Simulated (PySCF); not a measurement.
# TaCl₆−: NMR shieldings with heavy atoms

Computed with PySCF 2.14.0 and routines of our own; the level stands in each step. Atoms count from 0.

## Step 1: The system as given

7 atoms, charge -1, multiplicity 1; geometry from: GFN2-xTB.

## Step 2: Relaxing the molecule at PBE0-D3(BJ)/def2-SVP

Job settings and geometry (Å):

```
{"job": {"xc": "PBE0", "basis": "def2-SVP", "d3": "d3bj", "grid": 1, "maxiter": 30, "shake": 0.03, "kind": "geom"}, "charge": -1, "multiplicity": 1}
Ta     0.061460    -0.076520     0.012550
Cl    -0.024400    -0.013190     2.350710
Cl    -0.030040     0.011850    -2.382820
Cl     2.456770     0.004410     0.003280
Cl    -2.365140    -0.037110    -0.055780
Cl    -0.031330     2.371560     0.006830
Cl     0.024540    -2.363000    -0.003320
```

Command:

```sh
OMP_NUM_THREADS=1 python heavy_run.py task.json out
```

This one command runs all jobs of the session in turn.

**Question.** How long does this first job take on 1 thread of Intel Xeon Platinum 8488C, shared host, and how much memory does it need?

About 2 min, with a peak of 0.64 GiB.
